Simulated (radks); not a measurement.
# As inside a hard spherical wall

What does compression do to the levels of As? A hard sphere of shrinking radius stands in for pressure; the configuration is held at [Ar] 3d10 4s2 4p3.

Method: scalar-relativistic Kohn-Sham, PBE, spin-polarised, spherical densities, finite nucleus; open shells are filled with parallel spins first. Code: radks (a radial shooting solver on a logarithmic mesh, Libxc functionals) version 1.

### 1 What is computed

```
element            : arsenic (Z = 33)
charge             : 0
electrons          : 33
configuration      : [Ar] 3d10 4s2 4p3
nuclear rms radius : 4.0968 fm
```

The outer shells:

As
```
[Ar] core
3d [↑↓][↑↓][↑↓][↑↓][↑↓]
4s [↑↓]
4p [↑ ][↑ ][↑ ]
```

### 2 The free atom

Settings of this run:

```text
Z 33
configuration [Ar] 3d10 4s2 4p3 5s0 4d0 5p0
relativity scalar-relativistic
functional pbe,pbe
spin polarised
nucleus finite rms 4.0968 fm
c 137.035999084
```

### 3 Wall at 12 bohr

Changes since step 2:

```diff
@@ -6,2 +6,3 @@
 nucleus finite rms 4.0968 fm
+wall 12 bohr
 c 137.035999084
```

### 4 Wall at 8 bohr

Changes since step 3:

```diff
@@ -6,3 +6,3 @@
 nucleus finite rms 4.0968 fm
-wall 12 bohr
+wall 8 bohr
 c 137.035999084
```

### 5 Wall at 7 bohr

Changes since step 4:

```diff
@@ -6,3 +6,3 @@
 nucleus finite rms 4.0968 fm
-wall 8 bohr
+wall 7 bohr
 c 137.035999084
```

### 6 Wall at 6 bohr

Changes since step 5:

```diff
@@ -6,3 +6,3 @@
 nucleus finite rms 4.0968 fm
-wall 7 bohr
+wall 6 bohr
 c 137.035999084
```

### 7 Wall at 5 bohr

Changes since step 6:

```diff
@@ -6,3 +6,3 @@
 nucleus finite rms 4.0968 fm
-wall 6 bohr
+wall 5 bohr
 c 137.035999084
```

### 8 Wall at 4 bohr

Changes since step 7:

```diff
@@ -6,3 +6,3 @@
 nucleus finite rms 4.0968 fm
-wall 5 bohr
+wall 4 bohr
 c 137.035999084
```

### 9 Wall at 3.5 bohr

Changes since step 8:

```diff
@@ -6,3 +6,3 @@
 nucleus finite rms 4.0968 fm
-wall 4 bohr
+wall 3.5 bohr
 c 137.035999084
```

### 10 Wall at 3 bohr

Changes since step 9:

```diff
@@ -6,3 +6,3 @@
 nucleus finite rms 4.0968 fm
-wall 3.5 bohr
+wall 3 bohr
 c 137.035999084
```

### 11 Wall at 2 bohr

Changes since step 10:

```diff
@@ -6,3 +6,3 @@
 nucleus finite rms 4.0968 fm
-wall 3 bohr
+wall 2 bohr
 c 137.035999084
```

### 12 Wall at 1.5 bohr

Changes since step 11:

```diff
@@ -6,3 +6,3 @@
 nucleus finite rms 4.0968 fm
-wall 2 bohr
+wall 1.5 bohr
 c 137.035999084
```

Before running it: what results should come out? Wanted: for each run, R; E − E(free); ε(4p); ε(5s, empty); ε(5p, empty); ε(4d, empty); pressure.

**Answer**, as computed:

| R (bohr) | E − E(free) (eV) | ε(4p) (eV) | ε(5s, empty) (eV) | ε(5p, empty) (eV) | ε(4d, empty) (eV) | pressure (GPa) |
| --- | --- | --- | --- | --- | --- | --- |
| free | 0.000 | -5.920 | - | - | - | 0 |
| 12 | 0.000 | -5.919 | -0.414 | 0.967 | 1.420 | 0.000179 |
| 8 | 0.043 | -5.830 | 1.026 | 3.705 | 2.858 | 0.0739 |
| 7 | 0.155 | -5.667 | 2.345 | 5.816 | 3.755 | 0.350 |
| 6 | 0.567 | -5.224 | 4.996 | 9.676 | 5.292 | 1.78 |
| 5 | 2.156 | -3.995 | 10.845 | 17.384 | 8.292 | 10.1 |
| 4 | 8.809 | -0.387 | 25.373 | 34.808 | 15.147 | 69.0 |
| 3.5 | 18.559 | 3.750 | 40.579 | 52.063 | 22.035 | 199 |
| 3 | 40.790 | 11.625 | 67.736 | 81.848 | 34.042 | 636 |
| 2 | 253.66 | 67.793 | 234.75 | 255.27 | 105.13 | 11527 |
| 1.5 | 825.37 | 187.35 | 535.84 | 553.68 | 230.18 | 83896 |

**Reading.** Eigenvalues are for spin up. At the tightest wall, 1.5 bohr, the energy stands 825.37 eV above the free atom and the pressure, −dE/dV, is 83896 GPa. Of the levels in the table that exist at both ends, 4p rises most from the free atom (193.27 eV). From R = 3.5 bohr inwards the highest occupied level lies above zero, pushed up by confinement. Shells are not refilled when levels cross, and a hard wall is a model, not a crystal.
